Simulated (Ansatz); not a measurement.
# Cl2HOSn radical: how energies converge with the basis set

Aim: see how fast density functionals converge with the basis set for Cl2HOSn radical.

Method: one geometry, several basis sets; program: Ansatz 0.2.0, Gaussian basis.

Plan: PBE0-D4/def2-SVP; ωB97M-V/def2-SVP; PBE0-D4/def2-QZVPP; ωB97M-V/def2-QZVPP; the functionals' def2-TZVPP values are taken from earlier runs.

### Step 1. The relaxed structure

All runs share one geometry, relaxed beforehand with PBE0-D4 in a triple-zeta def2 set. Sn takes the def2 core potential; no spin-orbit term is included.

SMILES `[OH][Sn]([Cl])[Cl]`, 5 atoms, charge 0, spin multiplicity 2.

Atoms are counted from 1 here; the program's logs count them from 0.

Bond lengths: O1–Sn2 1.961 Å, O1–H5 0.963 Å, Sn2–Cl3 2.330 Å, Sn2–Cl4 2.347 Å. Angles: Sn2–O1–H5 112.2°, O1–Sn2–Cl3 104.8°, O1–Sn2–Cl4 106.4°, Cl3–Sn2–Cl4 109.7°.

### Step 2. PBE0-D4 in def2-SVP

Input file in.yaml:

```yaml
crystal:
  periodic: [false, false, false]
  atoms:
    - {symbol: O, position_ang: [0.237040, 1.362180, 0.365228]}
    - {symbol: Sn, position_ang: [0.588827, -0.435376, -0.335210]}
    - {symbol: Cl, position_ang: [0.946603, -1.750757, 1.554569]}
    - {symbol: Cl, position_ang: [-1.378926, -1.120550, -1.414686]}
    - {symbol: H, position_ang: [-0.343545, 1.870903, -0.211301]}
basis:
  gaussian: {orbitals: def2-SVP}
magnetization: {spin_polarized: true, initial_magnetization: 1}
hamiltonian: {xc: pbe0, dispersion: d4}
output: {orbitals: {seedname: orbitals}}
```

Run with:

```
> ansatz run in.yaml --threads 2 --pin off --events-out ev --progress --plain --max-ram 32768MiB --backend cpu
```

Further steps of the session: ωB97M-V in def2-SVP; PBE0-D4 in def2-QZVPP; ωB97M-V in def2-QZVPP.

**Question.** What will the summary of the whole plan be? Wanted: PBE0-D4: double and triple zeta above quadruple; ωB97M-V: double and triple zeta above quadruple.

**Answer**, as computed:

```
                                       quantity           value
PBE0-D4: double and triple zeta above quadruple  12.66, 0.93 eV
ωB97M-V: double and triple zeta above quadruple  12.60, 0.89 eV
```

What this shows: PBE0-D4 gains 11.73 eV from double to triple zeta, then 0.93 eV more. These are total energies; as a rule much of such shifts cancels in differences, which this series doesn't test.
